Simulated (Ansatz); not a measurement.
# Cd5Te2Se3: the cost of one run

Method: DFT PBE, scalar-relativistic, plane waves, PAW, in Ansatz 0.2.0.

### 1 The system as given

It takes space group I-4m2 (No. 119, tetragonal). The conventional cell has a = 4.263 Å, b = 4.263 Å, c = 30.144 Å, α = 90.00°, β = 90.00°, γ = 90.00°. Cd (site symmetry 2mm) has 2 Te at 2.61 Å and 2 Se at 2.61 Å in its first shell of neighbours. Around Cd (site symmetry 2mm) lie 2 Se at 2.61 Å and 2 Te at 2.61 Å. Around Cd (site symmetry -4m2) lie 4 Se at 2.61 Å. Te (site symmetry 2mm) has 4 Cd at 2.61 Å in its first shell of neighbours. Se (site symmetry -4m2) is surrounded by 4 Cd at 2.61 Å. Se (site symmetry 2mm) is surrounded by 4 Cd at 2.61 Å.

As a file:

```xyz
10
Lattice="-2.1315 2.1315 15.0718 2.1315 -2.1315 15.0718 2.1315 2.1315 -15.0718" Properties=species:S:1:pos:R:3 pbc="T T T"
Cd    0.0000    0.0000   21.1006
Cd    0.0000    0.0000    9.0431
Cd    0.0000    0.0000   27.1293
Cd    0.0000    0.0000   15.0718
Cd    0.0000    0.0000    3.0144
Te    0.0000    2.1315   10.5503
Te    0.0000    2.1315    4.5215
Se    2.1315    0.0000    7.5359
Se    2.1315    0.0000   13.5646
Se    2.1315    0.0000    1.5072
```

The start is an ordering of an alloy on its end members' structure types: elements ordered on the sites of the CdSe type, Se/Te on Se (I-4m2, No. 119).

### 2 Probe: one point on a coarse mesh

Contents of input.yaml:

```yaml
crystal:
  lattice:
    - [-2.13147888, 2.13147888, 15.0718317]
    - [2.13147888, -2.13147888, 15.0718317]
    - [2.13147888, 2.13147888, -15.0718317]
  atoms:
    - { symbol: Cd, position: [0.7, 0.7, 0.0] }
    - { symbol: Cd, position: [0.3, 0.3, 0.0] }
    - { symbol: Cd, position: [0.9, 0.9, 0.0] }
    - { symbol: Cd, position: [0.5, 0.5, 0.0] }
    - { symbol: Cd, position: [0.1, 0.1, 0.0] }
    - { symbol: Te, position: [0.85, 0.35, 0.5] }
    - { symbol: Te, position: [0.65, 0.15, 0.5] }
    - { symbol: Se, position: [0.25, 0.75, 0.5] }
    - { symbol: Se, position: [0.45, 0.95, 0.5] }
    - { symbol: Se, position: [0.05, 0.55, 0.5] }
basis:
  ecutwfc: 420
kpoints:
  mp_grid: { grid: [6, 6, 6] }
hamiltonian:
  xc: pbe
scf:
  occupations: { method: gaussian, width: 0.1 }
  lower_state_search: "off"
output:
  forces: true
  stress: true
  eigenvalues: true
```

The run is started by

```sh
ansatz run input.yaml --threads 4 --pin off --max-ram 8192MiB --backend cpu --events-out ev --progress --plain --runs-dir out
```

**Question.** How long does this run take on 4 threads of Arm Neoverse V1, shared host, and how much memory does it need?

About 30 s, with a peak of 1.2 GiB.
